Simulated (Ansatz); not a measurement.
# Si2N: the cost of one run

Computed with Ansatz 0.2.0 (DFT PBE, scalar-relativistic, plane waves, PAW, unless a step's input says otherwise).

2 further runs of the same task are left out: 1 that didn't finish, 1 set aside as unsound or not needed.

### 1 The starting structure

The structure is trigonal, space group R-3m (No. 166). The conventional cell has a = 2.956 Å, b = 2.956 Å, c = 16.451 Å, α = 90.00°, β = 90.00°, γ = 120.00°. Si (site symmetry 3m) has 3 N at 2.01 Å as nearest neighbours. N (site symmetry -3m) has 6 Si at 2.01 Å as nearest neighbours.

Coordinates:

```
Si N
1.0
     1.47822    0.85345    5.48359
    -1.47822    0.85345    5.48359
     0.00000   -1.70690    5.48359
Si N
2 1
Direct
  0.60266 0.60266 0.60266
  0.39734 0.39734 0.39734
  0.00000 0.00000 0.00000
```

Recipe of the guess: species swapped into a database cell of NiS2 (R-3m, No. 166), with N on the Ni sites and Si on the S sites. The dimensions are guesses.

### 2 The guess as it stands, on a coarse mesh

Input file input.yaml:

```yaml
crystal:
  lattice:
    - [1.47821762, 0.85344934, 5.48358996]
    - [-1.47821762, 0.85344934, 5.48358996]
    - [0.0, -1.70689868, 5.48358996]
  atoms:
    - { symbol: Si, position: [0.60266238, 0.60266238, 0.60266238] }
    - { symbol: Si, position: [0.39733762, 0.39733762, 0.39733762] }
    - { symbol: "N", position: [0.0, 0.0, 0.0] }
basis:
  ecutwfc: 420
kpoints:
  mp_grid: { grid: [6, 6, 6] }
hamiltonian:
  xc: pbe
scf:
  occupations: { method: gaussian, width: 0.1 }
  lower_state_search: "off"
output:
  forces: true
  stress: true
  eigenvalues: true
```

The run is started by

```sh
$ ansatz run input.yaml --threads 1 --pin off --max-ram 2560MiB --backend cpu --events-out ev --progress --plain --runs-dir out
```

**Question.** How long does this run take on 1 thread of Arm Neoverse V1, shared host, and how much memory does it need?

About 1.2 s, with a peak of 0.27 GiB.
